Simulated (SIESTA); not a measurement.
Runs of SIESTA 5.4.2 on Be. The cell holds a slab with vacuum, 7 atoms: a = 2.300 Å, b = 2.300 Å, c = 25.803 Å, α = 90.00°, β = 90.00°, γ = 120.00°. The slab is cut from a database's or a generator's crystal, which needn't be the stable form of the element.

| potentials or basis | gap on the mesh (eV) | largest force (eV/Å) | work function (eV) |
| --- | --- | --- | --- |
| PseudoDojo 0.5 standard (PBE files), DZP (energy shift 0.003 Ry; two zetas on semicore shells) | none | 0.24 | 5.93 |
| SPMS 1.0 (PBE files) or PseudoDojo by element, DZP (energy shift 0.003 Ry; two zetas on semicore shells) | none | 0.22 | 6.57 |
| SG15 1.2 (PBE files) or PseudoDojo by element, DZP (energy shift 0.003 Ry; two zetas on semicore shells) | none | (b) | 6.36 |
| Ansatz (PBE files), DZP (energy shift 0.003 Ry; two zetas on semicore shells) | none | 0.22 | 5.84 |
| PseudoDojo 0.4 stringent (PBE files), DZP (energy shift 0.003 Ry; two zetas on semicore shells) | none | (a) | 5.63 |
| PseudoDojo 0.4 standard (PBE files), DZP (energy shift 0.003 Ry; two zetas on semicore shells) | none | 0.24 | 5.93 |

Alike in all rows: task band structure; level PBE; no spin polarisation; cell as given; k mesh 13 × 13 × 1; smearing fermi-dirac 0.05 eV; grid cutoff 800 Ry; energy shift 0.003 Ry.

Task: Estimate the missing entries.

Result: (a) 0.20; (b) 0.23.

Caveats: the cell was measured hot, at 658 K; the basis of atomic orbitals isn't converged, which shifts pressures, moduli and gaps; the valence orbitals were made in a potential fitted to the semicore shell under them, which widens gaps by tenths of an eV or more (some runs).

A gap of «none» marks a metal or a gap under the smearing width.
